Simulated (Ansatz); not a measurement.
GeCN2:

```xyz
4
Lattice="1.7938 1.0356 4.9220 -1.7938 1.0356 4.9220 0.0000 -2.0713 4.9220" Properties=species:S:1:pos:R:3 pbc="T T T"
Ge    0.0000    0.0000    0.0000
N     0.0000    0.0000    8.6219
N     0.0000    0.0000    6.1440
C     0.0000    0.0000    7.3829
```

The cell comes from a database or a generator and needn't be the stable form of this composition.

| Property | Result |
| --- | --- |
| Program | Ansatz 0.2.0 |
| Task | relaxation of cell and atoms |
| Functional | HSE06 |
| Potentials or basis | Ansatz PAW |
| Cutoff | 420 eV (not typed: the program's choice for these potentials) |
| k mesh | 6 × 6 × 6 |
| Occupations | fermi-dirac, width 0.05 eV |
| Spin | no spin polarisation |

At the start: volume 13.72 Å³/atom.

**Question.** How do energy, volume and symmetry change on relaxing?

**Answer.** It ends after 7 steps and the volume is 13.50 Å³/atom (-1.6 %); space group R-3m (No. 166, to 0.05 Å).

Step by step:
| step | energy change (eV) | largest force (eV/Å) | volume (Å³) |
| --- | --- | --- | --- |
| 1 | 0.0000 | 0.9616 | 54.86 |
| 2 | -0.0177 | 0.1804 | 53.97 |
| 3 | -0.0183 | 0.0224 | 53.97 |
| 4 | -0.0183 | 0.0013 | 53.99 |
| 5 | -0.0165 | 0.0007 | 53.99 |
| 6 | -0.0165 | 0.0010 | 53.98 |
| 7 | -0.0165 | 0.0011 | 53.98 |

Final structure:
```xyz
4
Lattice="1.7886 1.0327 4.8708 -1.7886 1.0327 4.8708 0.0000 -2.0653 4.8708" Properties=species:S:1:pos:R:3 pbc="T T T"
Ge    0.0000    0.0000    0.0000
N     0.0000    0.0000    8.5323
N     0.0000    0.0000    6.0801
C     0.0000    0.0000    7.3062
```

Caveat: the plane-wave basis is chosen anew once the cell has moved, so the energies of steps on either side of that aren't comparable; the pressure holds a Pulay correction of +0.4 GPa for the finite cutoff; the PAW data sets come from PBE, with cores solved anew for the run's functional, which leaves a small shift of forces and pressure.
